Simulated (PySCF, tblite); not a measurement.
# C₅H₁₃GeNO: geometry, infrared bands and NMR shifts

Aim: predict the infrared bands and NMR shifts of C₅H₁₃GeNO (`C[CH2][GeH2][C](=O)CCN`).

Computed with tblite 0.8.0 and PySCF 2.14.0, with density-fitted response routines of our own, on a single molecule in the gas phase. Atoms count from 0, in the outputs and in this text.

## Step 1: Starting geometry

21 atoms, charge 0, multiplicity 1; geometry from: force field or distance geometry start.

Bonds of the start (Å): C0–C1 1.51, C1–Ge2 1.96, Ge2–C3 1.93, C3–O4 1.25, C3–C5 1.47, C5–C6 1.51, C6–N7 1.45, C0–H8 1.11, C0–H9 1.09, C0–H10 1.11, C1–H11 1.09, C1–H12 1.13, Ge2–H13 1.54, Ge2–H14 1.53, C5–H15 1.07, C5–H16 1.13, C6–H17 1.10, C6–H18 1.11, N7–H19 1.04, N7–H20 1.05.

## Step 2: Optimising the geometry with GFN2-xTB

What the job is given:

```
{"job": {"kind": "relax", "xc": "GFN2-xTB", "basis": "xTB"}, "charge": 0, "multiplicity": 1}
C     -3.550600    -0.056200    -0.279200
C     -2.290000     0.716600     0.006500
Ge    -0.927000    -0.422000     0.845200
C      0.705400     0.608200     0.917700
O      0.987800     1.152700     2.007900
C      1.558200     0.685600    -0.275000
C      2.440800    -0.526200    -0.462100
N      3.292200    -0.643800     0.700700
H     -4.296400     0.721100    -0.562400
H     -3.472800    -0.743100    -1.118200
H     -3.923100    -0.554600     0.640200
H     -1.858100     1.145900    -0.893500
H     -2.507900     1.536100     0.755200
H     -1.363300    -0.629000     2.308500
H     -0.699700    -1.713200     0.061500
H      1.049100     0.912700    -1.193300
H      2.280900     1.537500    -0.076200
H      3.080600    -0.369000    -1.344400
H      1.841100    -1.444200    -0.650100
H      4.243700    -0.238400     0.572200
H      3.399900    -1.659800     0.920300
```

Command:

```console
$ OMP_NUM_THREADS=1 python probes_run.py task.json out
```

The driver reads the jobs from task.json and runs them one after another.

**Question.** This job is followed by: GFN2-xTB harmonic vibrations, gas phase; GIAO PBE0/pcSseg-1 NMR shielding, non-relativistic, gas phase. Predict these results of the whole session: strongest single infrared mode (GFN2-xTB); zero-point energy (GFN2-xTB); ¹³C shifts against TMS (PBE0/pcSseg-1); ¹H shifts against TMS (PBE0/pcSseg-1, means over atoms taken as alike); ⁷³Ge shifts against GeMe4 (PBE0/pcSseg-1); ¹⁷O shifts against H2O (PBE0/pcSseg-1); ¹⁵N shifts against NH3 (PBE0/pcSseg-1).

The runs gave:

| quantity | value |
| --- | --- |
| strongest single infrared mode (GFN2-xTB) | 1978 cm⁻¹, 520 km/mol |
| zero-point energy (GFN2-xTB) | 106.4 kcal/mol |
| ¹³C shifts against TMS (PBE0/pcSseg-1) | 247.1, 52.8, 41.4, 11.2, 9.4 ppm |
| ¹H shifts against TMS (PBE0/pcSseg-1, means over atoms taken as alike) | 4.51, 3.28, 2.16, 1.06, 0.90, 0.79 ppm |
| ⁷³Ge shifts against GeMe4 (PBE0/pcSseg-1) | -183 ppm |
| ¹⁷O shifts against H2O (PBE0/pcSseg-1) | 835.1 ppm |
| ¹⁵N shifts against NH3 (PBE0/pcSseg-1) | 52.0 ppm |

What this shows: Over 218 steps the energy fell by 0.853 eV; of the close pairs, Ge2–C3 changed most, 1.932 to 2.015 Å. All 57 modes are real, so the xTB geometry is a minimum. The strongest single mode, at 1978 cm⁻¹, moves mainly H13 and H14. Unscaled tight-binding wavenumbers are off by several per cent, some by more. Its intensities can rank the bands wrongly. At PBE0/pcSseg-1: The largest span, 1705 ppm, is at O4, where the paramagnetic term is -901 ppm. Spin-orbit coupling is left out, which matters for shieldings and couplings at and beside the heavy atoms.
